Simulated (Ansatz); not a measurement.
**FeGe (P6/mmm): Heisenberg exchange couplings**

The task is the Heisenberg exchange couplings, for FeGe (P6/mmm).

All numbers are computed with Ansatz 0.2.0 through its Python package. Level of theory: DFT LDA, plane waves, PAW.

## 1. The structure

Symmetry: P6/mmm, No. 191, hexagonal system. Conventional cell: a = 4.998 Å, b = 4.998 Å, c = 4.116 Å, α = 90.00°, β = 90.00°, γ = 120.00°. Fe (site symmetry mmm) has 4 Fe at 2.50 Å and 6 Ge at 2.50 to 2.51 Å as nearest neighbours. Ge (site symmetry 6/mmm) is surrounded by 6 Fe at 2.50 Å. Around Ge (site symmetry -6m2) lie 6 Fe at 2.51 Å and 3 Ge at 2.89 Å.

No structure file is read: the coordinates are typed or built in the script.

## 2. The code

File jij_fege.py:

```python
"""Heisenberg exchange couplings of FeGe."""

import ansatz
import numpy as np
from pymatgen.core import Lattice, Structure
from pymatgen.io.ase import AseAtomsAdaptor


def main() -> None:
    pmg_structure = Structure(
        Lattice([(4.997602, 0.0, 0.0), (-2.498801, 4.328051, 0.0), (0.0, 0.0, 4.115761)]),
        ["Fe", "Fe", "Fe", "Ge", "Ge", "Ge"],
        [
            (0.5, 0.0, 0.0),
            (0.5, 0.5, 0.0),
            (0.0, 0.5, 0.0),
            (0.0, 0.0, 0.0),
            (1 / 3, 2 / 3, 0.5),
            (2 / 3, 1 / 3, 0.5),
        ],
    )
    xtal = ansatz.Crystal.from_ase(AseAtomsAdaptor.get_atoms(pmg_structure)).moments(Fe=3.5)

    model = (
        xtal.calculation()
        .occupations("fermi_dirac", width=0.05)
        .accuracy("medium")
        .kpoints(8)
        .spin("collinear")
        .scf(tolerance=1e-07, max_iterations=100)
        .functional("lda")
        .basis(35 * ansatz.Ry)
        .eigenstates(nscf_kmesh=(5, 5, 5))
        .exchange_couplings(magnetic=["Fe"])
    )
    couplings = model.run(threads=1, pin="off").exchange_couplings().to_plain()
    for atom in couplings["atoms"]:
        print(atom["site"]["symbol"], atom["role"], "moment", round(atom["moment_mub"], 3), "muB")
    shells = {}
    for pair in couplings["pairs"]:
        key = (pair["site"], pair["partner"], round(float(np.linalg.norm(pair["displacement_ang"])), 2))
        shells.setdefault(key, []).append(1000 * pair["coupling_ev"])
    print("site partner distance (A)  count  mean J (meV)")
    for (i, j, d), values in sorted(shells.items(), key=lambda item: item[0][2])[:10]:
        print(f"{i:4d} {j:7d} {d:12.2f} {len(values):6d} {np.mean(values):13.3f}")
    print("mean-field order:", couplings["mean_field_order"])


if __name__ == "__main__":
    main()
```

## 3. The calls as engine input

The engine receives this input:

```yaml
crystal:
  lattice:
    - [4.997602, 0.0, 0.0]
    - [-2.498801, 4.328051, 0.0]
    - [0.0, 0.0, 4.115761]
  atoms:
    - { symbol: Fe, position: [0.5, 0.0, 0.0] }
    - { symbol: Fe, position: [0.5, 0.5, 0.0] }
    - { symbol: Fe, position: [0.0, 0.5, 0.0] }
    - { symbol: Ge, position: [0.0, 0.0, 0.0] }
    - { symbol: Ge, position: [0.3333333333333333, 0.6666666666666666, 0.5] }
    - { symbol: Ge, position: [0.6666666666666666, 0.3333333333333333, 0.5] }
accuracy: medium
basis:
  ecutwfc: 476.19925930478996
kpoints:
  mp_grid:
    grid: [8, 8, 8]
hamiltonian:
  xc: lda
magnetization:
  spin_polarized: true
  per_species:
    Fe: 3.5
scf:
  max_iter: 100
  convergence:
    dr2_threshold: 1.0e-07
  occupations:
    method: fermi_dirac
    width: 0.05
output:
  eigenstates:
    nscf_kmesh:
      grid: [5, 5, 5]
    exchange_couplings:
      magnetic:
        - { species: Fe }
```

## 4. The run

Launch:

```
> python jij_fege.py
```

Without the output at hand: what should come out? Wanted: free energy; gap on the mesh; moment, net / absolute.

The runs gave:

| quantity | value |
| --- | --- |
| free energy | -25907.9519 eV (-4317.9920 eV/atom) |
| gap on the mesh | none |
| moment, net / absolute | 3.89 / 4.49 μB per cell |

In words: The mesh shows no gap. The structure comes from a database of computed cells and needn't be a stable or known phase. The couplings are those of E = -sum over i != j of J_ij e_i.e_j for unit vectors, so J > 0 favours parallel moments. Couplings oscillate with the k-mesh and hold for small turns from this magnetic state; mean-field temperatures overestimate ordering, and where the couplings favour a wavevector other than zero the state started from isn't the stable order.
